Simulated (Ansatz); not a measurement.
# Al2BAs2: the cost of one run

Program: Ansatz 0.2.0. Level of theory: DFT PBE, scalar-relativistic, plane waves, PAW. These are calculated values, not measurements.

### Step 1. The system as given

It takes space group P-3m1 (No. 164, trigonal). Conventional cell: a = 3.200 Å, b = 3.200 Å, c = 8.368 Å, α = 90.00°, β = 90.00°, γ = 120.00°. Al (site symmetry 3m) is surrounded by 3 B at 2.19 Å and 3 As at 2.45 Å. Around B (site symmetry -3m) lie 6 Al at 2.19 Å. As (site symmetry 3m) is surrounded by 3 Al at 2.45 Å.

Coordinates:

```cif
data_structure
_symmetry_space_group_name_H-M 'P 1'
_symmetry_Int_Tables_number 1
_cell_length_a 3.2004
_cell_length_b 3.2004
_cell_length_c 8.3678
_cell_angle_alpha 90.000
_cell_angle_beta 90.000
_cell_angle_gamma 120.000
_cell_volume 74.23
loop_
_atom_site_label
_atom_site_type_symbol
_atom_site_fract_x
_atom_site_fract_y
_atom_site_fract_z
_atom_site_occupancy
Al1 Al 0.33333 0.66667 0.14100 1
Al2 Al 0.66667 0.33333 0.85900 1
B1 B 0.00000 0.00000 0.00000 1
As1 As 0.33333 0.66667 0.66700 1
As2 As 0.66667 0.33333 0.33300 1
```

The cell is invented: species swapped into a database cell of Nb2CS2 (P-3m1, No. 164), with Al on the Nb sites, B on the C sites and As on the S sites. Its size is a rough estimate.

### Step 2. A first look at the guess

The input, input.yaml:

```yaml
crystal:
  lattice:
    - [3.20044469, 0.0, 0.0]
    - [-1.60022235, 2.77166641, 0.0]
    - [0.0, 0.0, 8.36775459]
  atoms:
    - { symbol: Al, position: [0.33333333, 0.66666667, 0.141] }
    - { symbol: Al, position: [0.66666667, 0.33333333, 0.859] }
    - { symbol: B, position: [0.0, 0.0, 0.0] }
    - { symbol: As, position: [0.33333333, 0.66666667, 0.667] }
    - { symbol: As, position: [0.66666667, 0.33333333, 0.333] }
basis:
  ecutwfc: 420
kpoints:
  mp_grid: { grid: [6, 6, 2] }
hamiltonian:
  xc: pbe
scf:
  occupations: { method: gaussian, width: 0.1 }
  lower_state_search: "off"
output:
  forces: true
  stress: true
  eigenvalues: true
```

Command:

```
$ ansatz run input.yaml --threads 1 --pin off --max-ram 2560MiB --backend cpu --events-out ev --progress --plain --runs-dir out
```

**Question.** How long does this run take on 1 thread of AMD EPYC, shared host, and how much memory does it need?

About 4 s, with a peak of 0.38 GiB.
